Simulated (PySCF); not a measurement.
SBClBrH, in a box:

```
S B Cl Br H
1.0
    11.00000    0.00000    0.00000
     0.00000   13.00000    0.00000
     0.00000    0.00000   12.00000
S B Cl Br H
1 1 1 1 1
Direct
  0.52864 0.59845 0.52794
  0.51033 0.45912 0.51092
  0.58688 0.37916 0.60548
  0.41030 0.40007 0.40153
  0.45428 0.62112 0.44016
```

The cell isn't the ideal one: atoms moved at random, drawn with an rms of 0.05 Å.

Base run:

* Program: PySCF 2.14.0
* Functional: TPSS
* Dispersion: D3(OP)
* Potentials or basis: def2-svp (all-electron)
* k mesh: 1 × 1 × 1
* Occupations: fixed
* Spin: no spin polarisation

Its results: gap between the frontier levels 4.98 eV.

**Question.** The run is repeated on the same cell with these changes: functional from TPSS to revPBE. What comes out?

**Answer.** Gap between the frontier levels 4.80 eV.

TPSS gives the wider gap, since meta-GGAs in the generalised Kohn-Sham scheme recover part of the derivative discontinuity.

Caveats: this is a molecule in a periodic box at the Γ point, so its band gap is the HOMO-LUMO gap; relativity is left out, which matters for the heavier elements; the basis of atomic orbitals isn't converged, which shifts pressures, moduli and gaps.

